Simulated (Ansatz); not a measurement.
**AlH₇OSi₂: a ladder of functionals and wavefunction methods**

The task here is to estimate one member of a computed series from the others.

The runs use Ansatz 0.2.0, Gaussian basis; functionals in def2-TZVPP, the program's frozen cores in correlated methods.

The runs, in order: PBE-D4, r2SCAN-D4, PBE0-D4, B3LYP-D4, ωB97X-V, ωB97M-V, B2PLYP; CCSD(T)/def2-TZVPP; MP2/def2-QZVPP; extrapolation to the limit.

**Structure used throughout**

The geometry comes from an earlier relaxation with PBE0-D4 in a triple-zeta def2 set; it is a stationary point, not always the lowest conformer.

11 atoms, charge 0, spin multiplicity 1.

Atoms are counted from 1 here; the program's logs count them from 0.

Bond lengths: Al1–Si2 2.463 Å, Al1–H5 1.588 Å, Al1–H6 1.590 Å, Si2–O3 1.650 Å, Si2–H7 1.497 Å, Si2–H8 1.497 Å, O3–Si4 1.635 Å, Si4–H9 1.483 Å, Si4–H10 1.487 Å, Si4–H11 1.487 Å. Angles: Si2–Al1–H5 121.8°, Si2–Al1–H6 118.9°, H5–Al1–H6 119.3°, Al1–Si2–O3 110.9°, Al1–Si2–H7 111.4°, Al1–Si2–H8 111.3°, O3–Si2–H7 108.9°, O3–Si2–H8 108.9°, H7–Si2–H8 105.3°, Si2–O3–Si4 142.4°, O3–Si4–H9 108.2°, O3–Si4–H10 110.3°, O3–Si4–H11 110.3°, H9–Si4–H10 109.5°, H9–Si4–H11 109.6°, H10–Si4–H11 108.8°.

Set-up of the first run:

in.yaml

```yaml
crystal:
  periodic: [false, false, false]
  atoms:
    - {symbol: Al, position_ang: [-2.149205, 1.718496, -0.467447]}
    - {symbol: Si, position_ang: [-0.494012, 0.354127, 0.742549]}
    - {symbol: O, position_ang: [0.516744, -0.415585, -0.310084]}
    - {symbol: Si, position_ang: [1.809629, -1.415218, -0.367219]}
    - {symbol: H, position_ang: [-2.183515, 1.779726, -2.054205]}
    - {symbol: H, position_ang: [-3.211278, 2.558446, 0.366829]}
    - {symbol: H, position_ang: [0.324492, 1.190204, 1.675640]}
    - {symbol: H, position_ang: [-1.160625, -0.667307, 1.609801]}
    - {symbol: H, position_ang: [2.188500, -1.602045, -1.788834]}
    - {symbol: H, position_ang: [1.471720, -2.732604, 0.234524]}
    - {symbol: H, position_ang: [2.952848, -0.825141, 0.379246]}
basis:
  gaussian: {orbitals: def2-TZVPP}
hamiltonian: {xc: pbe, dispersion: d4}
output: {forces: true, orbitals: {seedname: orbitals}}
```

Run with:

```sh
ansatz run in.yaml --threads 4 --pin off --events-out ev --progress --plain --max-ram 10444MiB
```

Among the steps run: PBE-D4 (GGA); r2SCAN-D4 (meta-GGA); PBE0-D4 (hybrid); B3LYP-D4 (hybrid); ωB97X-V (range-separated); ωB97M-V (range-separated); B2PLYP (double hybrid); CCSD(T) in def2-TZVPP; MP2 in def2-QZVPP.

One of the session's tables, all rows but one given; the rest of the session is left out.

```
            method  atomisation energy (kJ/mol)
            PBE-D4                       3268.0
         r2SCAN-D4                       3318.8
           PBE0-D4                       3256.1
          B3LYP-D4                       3317.1
           ωB97X-V                       3355.1
           ωB97M-V                       3325.3
            B2PLYP                       3278.0
     HF/def2-TZVPP                       2530.8
    MP2/def2-TZVPP                       3246.9
   CCSD/def2-TZVPP                            ?
CCSD(T)/def2-TZVPP                       3249.5
           MP2/CBS                       3338.5
       CCSD(T)/CBS                       3341.1
```

Estimate the missing values for CCSD/def2-TZVPP.

The run gave: atomisation energy (kJ/mol): 3221.3. In the column «atomisation energy (kJ/mol)» it lies between HF/def2-TZVPP (2530.8) and MP2/def2-TZVPP (3246.9).

Caveats from the session: Free atoms (1 Al, 2 Si, 1 O, 7 H) were run apart at each level; the atomisation energy is their sum less the molecule, without zero-point or spin-orbit terms.
